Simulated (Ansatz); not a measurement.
**WSCl4: small, medium and large basis sets**

Aim: see how fast density functionals converge with the basis set for WSCl4.

The runs use Ansatz 0.2.0, Gaussian basis; one geometry, several basis sets.

Plan: PBE0-D4/def2-SVP; ωB97M-V/def2-SVP; PBE0-D4/def2-QZVPP; ωB97M-V/def2-QZVPP; the functionals' def2-TZVPP values are taken from earlier runs.

## 1. The relaxed structure

An earlier PBE0-D4 in a triple-zeta def2 set relaxation fixed the geometry. W takes the def2 core potential; no spin-orbit term is included.

SMILES `[S]=[W]([Cl])([Cl])([Cl])[Cl]`, 6 atoms, charge 0, spin multiplicity 1.

Atoms are counted from 1 here; the program's logs count them from 0.

Bond lengths: S1–W2 2.084 Å, W2–Cl3 2.286 Å, W2–Cl4 2.286 Å, W2–Cl5 2.286 Å, W2–Cl6 2.286 Å. Angles: S1–W2–Cl3 104.5°, S1–W2–Cl4 104.5°, S1–W2–Cl5 104.5°, S1–W2–Cl6 104.5°, Cl3–W2–Cl4 86.4°, Cl3–W2–Cl5 151.0°, Cl3–W2–Cl6 86.4°, Cl4–W2–Cl5 86.4°, Cl4–W2–Cl6 150.9°, Cl5–W2–Cl6 86.4°.

As a file:

```xyz
6
charge 0, multiplicity 1
S    -1.0079    0.0960   -1.8647
W    -0.0096   -0.0089   -0.0382
Cl   -1.6056   -0.6937    1.4486
Cl    0.7902   -2.1485    0.0560
Cl    2.1353    0.6181   -0.5206
Cl   -0.2602    2.0729    0.8727
```

## 2. PBE0-D4 in def2-SVP

File in.yaml:

```yaml
crystal:
  periodic: [false, false, false]
  atoms:
    - {symbol: S, position_ang: [-1.007942, 0.096035, -1.864738]}
    - {symbol: W, position_ang: [-0.009634, -0.008933, -0.038156]}
    - {symbol: Cl, position_ang: [-1.605627, -0.693730, 1.448624]}
    - {symbol: Cl, position_ang: [0.790238, -2.148525, 0.056011]}
    - {symbol: Cl, position_ang: [2.135278, 0.618147, -0.520633]}
    - {symbol: Cl, position_ang: [-0.260214, 2.072907, 0.872692]}
basis:
  gaussian: {orbitals: def2-SVP}
hamiltonian: {xc: pbe0, dispersion: d4}
output: {orbitals: {seedname: orbitals}}
```

Started as:

```console
ansatz run in.yaml --threads 4 --pin off --events-out ev --progress --plain --max-ram 11315MiB
```

The runs that follow: ωB97M-V in def2-SVP; PBE0-D4 in def2-QZVPP; ωB97M-V in def2-QZVPP.

**Question.** What will the summary of the whole plan be? Wanted: PBE0-D4: double and triple zeta above quadruple; ωB97M-V: double and triple zeta above quadruple.

The runs gave:

```
                                       quantity           value
PBE0-D4: double and triple zeta above quadruple  23.41, 1.83 eV
ωB97M-V: double and triple zeta above quadruple  23.08, 1.74 eV
```

What this shows: For PBE0-D4 the step from double to triple zeta gains 21.58 eV and the next only 1.83 eV. These are total energies; as a rule much of such shifts cancels in differences, which this series doesn't test.
